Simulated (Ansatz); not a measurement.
# Al2InN3: the cost of one run

Computed with Ansatz 0.2.0 (DFT r2SCAN, scalar-relativistic, plane waves, PAW, unless a step's input says otherwise).

### Step 1. The structure to begin with

It takes space group Cmc2_1 (No. 36, orthorhombic). The conventional cell has a = 9.759 Å, b = 5.612 Å, c = 5.199 Å, α = 90.00°, β = 90.00°, γ = 90.00°. Al (site symmetry 1) has 4 N at 1.89 to 1.90 Å in its first shell of neighbours. Around In (site symmetry m) lie 4 N at 2.16 to 2.19 Å. N (site symmetry 1) has 3 Al at 1.89 to 1.90 Å and 1 In at 2.16 Å in its first shell of neighbours. N (site symmetry m) is surrounded by 2 Al at 1.89 Å and 2 In at 2.17 to 2.19 Å.

Coordinates:

```
CELL_PARAMETERS angstrom
4.87960 -2.80599 0.00000
4.87960 2.80599 0.00000
0.00000 0.00000 5.19902
ATOMIC_POSITIONS crystal
Al 0.00842 0.33490 0.99167
Al 0.66510 0.99158 0.99167
Al 0.99158 0.66510 0.49167
Al 0.33490 0.00842 0.49167
In 0.32201 0.67799 0.98615
In 0.67799 0.32201 0.48615
N 0.03646 0.33360 0.35612
N 0.66640 0.96354 0.35612
N 0.96354 0.66640 0.85612
N 0.33360 0.03646 0.85612
N 0.29859 0.70141 0.40627
N 0.70141 0.29859 0.90627
```

It goes back to an entry of the Materials Project, which need not be the stable form.

It is the result of an earlier relaxation at this level (volume 11.86 Å³/atom; gap on the mesh: 2.75 eV).

Reference energy of this cell: -15707.5126 eV (12 atoms, 6×6×6 mesh, zero smearing).

### Step 2. Next cell: Al and In exchanged on 3 pairs of sites drawn at random in a supercell of the crystal further on a centred mesh

In a supercell of the relaxed crystal with 24 atoms, 3 Al and as many In trade places (38 % of the Al sites); all atoms are shaken by 0.02 Å.

The cell holds 4 In, 8 Al, 12 N: a = 5.626 Å, b = 7.663 Å, c = 7.693 Å, α = 78.77°, β = 68.69°, γ = 68.63°.

### Step 3. Single point of the final cell

File input.yaml:

```yaml
crystal:
  lattice:
    - [-0.0008291879, 5.6258073583, 0.010100431]
    - [4.8602295302, 2.8028255208, -5.2193209586]
    - [-4.8839747957, 2.8042674719, -5.2408290891]
  atoms:
    - { symbol: In, position: [0.1665472738, 0.1648215608, 0.8263076504] }
    - { symbol: Al, position: [0.6466450493, 0.6770726726, 0.350816693] }
    - { symbol: In, position: [0.1647749896, 0.8301791663, 0.1765459169] }
    - { symbol: Al, position: [0.6631277676, 0.3365388781, 0.6728281133] }
    - { symbol: Al, position: [0.5789247306, 0.0847522573, 0.4220160759] }
    - { symbol: In, position: [0.0739338095, 0.5933056111, 0.9171727086] }
    - { symbol: Al, position: [0.5814813118, 0.4196129849, 0.089123825] }
    - { symbol: Al, position: [0.0732658934, 0.9163640649, 0.5906824859] }
    - { symbol: Al, position: [0.1750790145, 0.5026407803, 0.5014416827] }
    - { symbol: Al, position: [0.6575325212, 0.0085115278, 0.0029455563] }
    - { symbol: Al, position: [0.5942555955, 0.7490728805, 0.7425842369] }
    - { symbol: In, position: [0.0705331744, 0.261707328, 0.2689423858] }
    - { symbol: "N", position: [0.8083686958, 0.4998831158, 0.1629572173] }
    - { symbol: "N", position: [0.3690938261, 0.9560602823, 0.6258442566] }
    - { symbol: "N", position: [0.8329006834, 0.1336242746, 0.5052512093] }
    - { symbol: "N", position: [0.3994460194, 0.6357622727, 0.9640006519] }
    - { symbol: "N", position: [0.7362231008, 0.9035985749, 0.2339403483] }
    - { symbol: "N", position: [0.295610882, 0.4003564705, 0.7052915101] }
    - { symbol: "N", position: [0.7369691828, 0.2377164541, 0.9051966516] }
    - { symbol: "N", position: [0.2684058399, 0.7228722559, 0.4243372761] }
    - { symbol: "N", position: [0.8274520128, 0.8389560978, 0.8064659245] }
    - { symbol: "N", position: [0.3809969673, 0.3202164334, 0.3207788484] }
    - { symbol: "N", position: [0.787612004, 0.5563879146, 0.5601274205] }
    - { symbol: "N", position: [0.2906493881, 0.0656110355, 0.0626841985] }
  symmetry: { detect: false }
basis:
  ecutwfc: 500
kpoints:
  mp_grid: { grid: [4, 3, 3] }
hamiltonian:
  xc: r2scan
scf:
  occupations: { method: gaussian, width: 0.1 }
  lower_state_search: "off"
output:
  forces: true
  stress: true
  eigenvalues: true
relax:
  adjacent_minimum: "off"
  f_tol: 0.04
  max_steps: 25
  cell: { stress_tol: 0.3 }
```

Command:

```sh
> ansatz run input.yaml --threads 4 --pin off --max-ram 9216MiB --backend cpu --events-out ev --progress --plain --runs-dir out
```

What time and memory should one allow on 4 threads of Arm Neoverse V1, shared host?

About 86 s, with a peak of 1.7 GiB.
